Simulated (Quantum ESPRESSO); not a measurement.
# WS2: single point with PBEsol+U

WS2:

```xyz
6
Lattice="3.1800 0.0000 0.0000 -1.5900 2.7540 0.0000 0.0000 0.0000 12.5000" Properties=species:S:1:pos:R:3 pbc="T T T"
W     0.0000    1.8360    3.1250
W     1.5900    0.9180    9.3750
S     0.0000    1.8360    7.7500
S     1.5900    0.9180    1.5000
S     0.0000    1.8360   11.0000
S     1.5900    0.9180    4.7500
```

```
Program                  : Quantum ESPRESSO 7.5
Task                     : single point
Functional               : PBEsol
Potentials or basis      : PseudoDojo 0.4.1 SR PBE standard
Cutoff                   : 1007 eV
Density cutoff           : 4027 eV
k mesh                   : 7 × 7 × 2
Occupations              : gaussian, width 0.05 eV
Spin                     : collinear spin, ferromagnetic start
Starting moments         : [2.0, 2.0, 0.0, 0.0, 0.0, 0.0] μB
Hubbard terms            : W d U = 3 eV
Hubbard projectors       : ortho-atomic
Double                   : 2
Start of the occupations : atomic
Moments locked           : none
Magnetic state asked for : fm
Formal shell electrons   : 1 d2, 2 d2
SCF threshold            : 2.4e-07 Ry
Most SCF iterations      : 100
Mixing ndim              : 20
Mixing beta              : 0.7
```

```
Pressure                                              : -8.0 GPa
Largest force                                         : 1.238 eV/Å
Band gap on the k mesh                                : 1.13 eV, indirect (least direct gap 2.18 eV)
Net moment                                            : 0.00 μB per cell
Absolute moment                                       : 0.00 μB per cell
Valence electrons inside the program's atomic spheres : W 10.49; S 4.24
```

Forces in eV/Å, atoms in the order of the input:
```
W    0.000  0.000  0.000
W    0.000  0.000  0.000
S    0.000  0.000  1.238
S    0.000  0.000  1.238
S    0.000  0.000 -1.238
S    0.000  0.000 -1.238
```

Stress tensor (GPa, compression positive):
```
 -6.49   0.00   0.00
  0.00  -6.49   0.00
  0.00   0.00 -11.12
```

Levels at points of the mesh, in eV from the valence-band top:
Spin up:
| k point | band 23 | band 24 | band 25 | band 26 | band 27 | band 28 | band 29 | band 30 |
| --- | --- | --- | --- | --- | --- | --- | --- | --- |
| (0.00, 0.00, 0.00) | -1.59 | -1.25 | -1.20 | 0.00 | 2.43 | 2.43 | 2.58 | 2.58 |
| (0.00, 0.00, -0.50) | -1.62 | -1.62 | -0.28 | -0.28 | 2.50 | 2.50 | 2.50 | 2.50 |
Spin down:
| k point | band 23 | band 24 | band 25 | band 26 | band 27 | band 28 | band 29 | band 30 |
| --- | --- | --- | --- | --- | --- | --- | --- | --- |
| (0.00, 0.00, 0.00) | -1.59 | -1.25 | -1.20 | 0.00 | 2.43 | 2.43 | 2.58 | 2.58 |
| (0.00, 0.00, -0.50) | -1.62 | -1.62 | -0.28 | -0.28 | 2.50 | 2.50 | 2.50 | 2.50 |

Eigenvalues of the final occupation matrices:
```csv
site,spin,trace,eigenvalues
W 1 5d,1,2.46,0.44 0.44 0.51 0.51 0.57
W 1 5d,2,2.46,0.44 0.44 0.51 0.51 0.57
W 2 5d,1,2.46,0.44 0.44 0.51 0.51 0.57
W 2 5d,2,2.46,0.44 0.44 0.51 0.51 0.57
```

Run time: 110 s on 2 MPI ranks on Arm Neoverse V2, on a shared host, peak memory 0.6 GiB a rank.

Caveat: the potentials were made for another functional, which shifts forces and pressure; spin-orbit coupling is left out, which moves the levels of the heavy elements; an odd mesh through Γ misses points on the zone boundary, where band edges often lie; this functional lacks dispersion, which binds the layers, so the pressure and a relaxed spacing across them are unreliable.
